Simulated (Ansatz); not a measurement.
# MgZn₂O₃, space group P-3m1: a short molecular-dynamics run

Program: the Ansatz DFT code, driven from Python.

`md_mgzn2o3.py`
```python
import json

import ansatz as az
from ase import Atoms
from ase.neighborlist import neighbor_list
import numpy as np

system = (
    az.Lattice.of((3.0526, 0.0, 0.0), (-1.5263, 2.64363, 0.0), (0.0, 0.0, 7.45204))
    .atom("Mg", (0.0, 0.0, 0.0))
    .atom("Zn", (1 / 3, 2 / 3, 0.66842))
    .atom("Zn", (2 / 3, 1 / 3, 0.33158))
    .atom("O", (1 / 3, 2 / 3, 0.1607))
    .atom("O", (2 / 3, 1 / 3, 0.8393))
    .atom("O", (0.0, 0.0, 0.5))
)

calc = (
    system.calculation()
    .functional("r2scan")
    .kpoints(3, 3, 1)
    .occupations("Fermi-Dirac", width=0.15)
    .scf(tolerance=1e-07)
    .md(az.Ensemble.NVT_LANGEVIN, timestep=3.0 * az.fs, steps=25, temperature=2000, initial_velocities="maxwell_boltzmann", seed=985)
)
res = calc.run(threads=1, events_out="mgzn2o3.ndjson")
with open("mgzn2o3.ndjson") as stream:
    events = [json.loads(line) for line in stream]
steps = [e["data"] for e in events if e["event"] == "md_step"]
report = res.report

for s in steps[::1]:
    print("%3d %7.1f fs  total %.4f eV  T %6.1f K" % (s["step"], s["time_fs"], s["lagrangian_ev"] + s["e_kin_ev"], s["temperature_k"]))

temperature = np.array([s["temperature_k"] for s in steps])
print(f"mean temperature of the second half {temperature[len(steps) // 2 :].mean():.1f} K")

with open("trajectory.xyz", "w") as handle:
    for s in steps[::5]:
        handle.write(f"{len(s['positions_ang'])}\nt = {s['time_fs']} fs\n")
        for site, xyz in zip(res.lattice.sites, s["positions_ang"]):
            handle.write("{} {:.4f} {:.4f} {:.4f}\n".format(site.symbol, *xyz))

symbols = [site.symbol for site in res.lattice.sites]
pairs = np.concatenate([neighbor_list("d", Atoms(symbols, positions=s["positions_ang"], cell=res.lattice.cell_ang, pbc=True), 4.5) for s in steps[len(steps) // 2 :]])
counts, edges = np.histogram(pairs, bins=np.arange(0.5, 4.51, 0.25))
for low, count in zip(edges, counts / (len(symbols) * len(steps[len(steps) // 2 :]))):
    print(f"{low:4.2f}-{low + 0.25:4.2f} A  {count:6.2f} neighbours an atom")

print("last positions (A) and velocities (A/fs)")
for site, xyz, vel in zip(res.lattice.sites, steps[-1]["positions_ang"], steps[-1]["velocities_ang_fs"]):
    print(f"{site.symbol:2s}", " ".join(f"{v:8.4f}" for v in xyz), " ", " ".join(f"{v:9.5f}" for v in vel))
```

Output of `python md_mgzn2o3.py`:
```text
DeckWarning: md: disabling space-group detection — thermal motion breaks the input geometry's symmetry, so no spatial operation reduces the k-mesh or symmetrises the density; time reversal is kept, so that k and −k are solved as one point where they differ [...]
DeckWarning: basis.ecutwfc = 500 eV, auto-derived from the records' recommended cutoffs: set by Mg (their level for a meta-GGA)
  0     0.0 fs  total -10286.1892 eV  T 1666.7 K
  1     3.0 fs  total -10285.7963 eV  T 2123.9 K
  2     6.0 fs  total -10285.9151 eV  T 1820.2 K
  3     9.0 fs  total -10285.9399 eV  T 1560.0 K
  4    12.0 fs  total -10285.8550 eV  T 1407.1 K
  5    15.0 fs  total -10285.8184 eV  T 1209.8 K
  6    18.0 fs  total -10285.8703 eV  T  964.5 K
  7    21.0 fs  total -10285.6680 eV  T 1137.3 K
  8    24.0 fs  total -10285.9244 eV  T  745.3 K
  9    27.0 fs  total -10285.9257 eV  T  675.9 K
 10    30.0 fs  total -10285.7982 eV  T  801.1 K
 11    33.0 fs  total -10285.7606 eV  T  834.9 K
 12    36.0 fs  total -10285.6933 eV  T  934.8 K
 13    39.0 fs  total -10285.4279 eV  T 1334.7 K
 14    42.0 fs  total -10285.4770 eV  T 1348.0 K
 15    45.0 fs  total -10285.5495 eV  T 1330.2 K
 16    48.0 fs  total -10285.6690 eV  T 1235.0 K
 17    51.0 fs  total -10285.5099 eV  T 1485.2 K
 18    54.0 fs  total -10285.6214 eV  T 1346.4 K
 19    57.0 fs  total -10285.6013 eV  T 1340.3 K
 20    60.0 fs  total -10285.6115 eV  T 1270.3 K
 21    63.0 fs  total -10285.5355 eV  T 1320.0 K
 22    66.0 fs  total -10285.3046 eV  T 1666.4 K
 23    69.0 fs  total -10285.4832 eV  T 1563.8 K
 24    72.0 fs  total -10285.5150 eV  T 1662.1 K
 25    75.0 fs  total -10285.5806 eV  T 1722.2 K
mean temperature of the second half 1432.7 K
0.50-0.75 A    0.00 neighbours an atom
0.75-1.00 A    0.00 neighbours an atom
1.00-1.25 A    0.00 neighbours an atom
1.25-1.50 A    0.00 neighbours an atom
1.50-1.75 A    0.00 neighbours an atom
1.75-2.00 A    1.62 neighbours an atom
2.00-2.25 A    2.21 neighbours an atom
2.25-2.50 A    0.77 neighbours an atom
2.50-2.75 A    1.72 neighbours an atom
2.75-3.00 A    2.18 neighbours an atom
3.00-3.25 A    8.38 neighbours an atom
3.25-3.50 A    3.10 neighbours an atom
3.50-3.75 A    1.44 neighbours an atom
3.75-4.00 A    4.33 neighbours an atom
4.00-4.25 A    2.31 neighbours an atom
4.25-4.50 A    3.97 neighbours an atom
last positions (A) and velocities (A/fs)
Mg   0.1167   0.2572   0.0369     0.00282  -0.00160   0.00682
Zn   0.4310   2.0510   5.1322     0.00387   0.00299   0.01004
Zn   1.6871   0.6802   2.6848     0.00433  -0.00291  -0.00149
O   -0.3508   1.8891   1.4350     0.00134   0.00736   0.00619
O    1.6385   0.9136   6.4998    -0.00280   0.02034  -0.00785
O    0.2839   0.3044   4.0511     0.01519   0.00312   0.00875
```
(Warnings from the package without file and line, shortened.)

File `trajectory.xyz` afterwards:
```text
6
t = 0.0 fs
Mg 0.0000 0.0000 0.0000
Zn 0.0000 1.7624 4.9811
Zn 1.5263 0.8812 2.4709
O 0.0000 1.7624 1.1975
O 1.5263 0.8812 6.2545
O 0.0000 0.0000 3.7260
6
t = 15.0 fs
Mg 0.1766 0.1308 0.1015
Zn 0.0456 1.7911 4.9055
Zn 1.4566 0.8283 2.5697
O -0.1772 1.7797 1.2149
O 1.4285 0.6907 6.2835
O 0.0320 0.2381 3.7127
6
t = 30.0 fs
Mg 0.1289 0.2188 0.1989
Zn 0.0832 1.8446 4.8839
Zn 1.4594 0.8080 2.6252
O -0.2423 1.7804 1.4033
O 1.4514 0.5782 6.2176
O 0.0099 0.4257 3.7458
6
t = 45.0 fs
Mg 0.0593 0.2909 0.2231
Zn 0.2102 1.9392 4.9283
Zn 1.5304 0.7527 2.6296
O -0.2782 1.7451 1.4300
O 1.6250 0.5857 6.2992
O -0.0038 0.3948 3.8144
6
t = 60.0 fs
Mg 0.0346 0.2799 0.0977
Zn 0.3455 2.0046 5.0195
Zn 1.6154 0.7259 2.6804
O -0.3305 1.8018 1.3928
O 1.7065 0.6702 6.4481
O 0.0369 0.3138 3.9466
6
t = 75.0 fs
Mg 0.1167 0.2572 0.0369
Zn 0.4310 2.0510 5.1322
Zn 1.6871 0.6802 2.6848
O -0.3508 1.8891 1.4350
O 1.6385 0.9136 6.4998
O 0.2839 0.3044 4.0511
```

Caveats:
- Total energies depend on the potentials; only differences at equal settings carry meaning. A total without «per atom» is that of the cell as typed.
- The k-point mesh is coarse, and energy and stress weren't tested for convergence.
- The structure comes from a database of computed cells and needn't be a stable or known phase.
- A small cell, a coarse mesh and a very short run: it shows the set-up and gives no equilibrium averages.
- It ran for 52 s on 1 thread of AMD EPYC 9R45 96-Core Processor (Zen 5) (shared host), peak memory 0.59 GiB.

(Lines on the test bed's own set-up are left out of the output.)
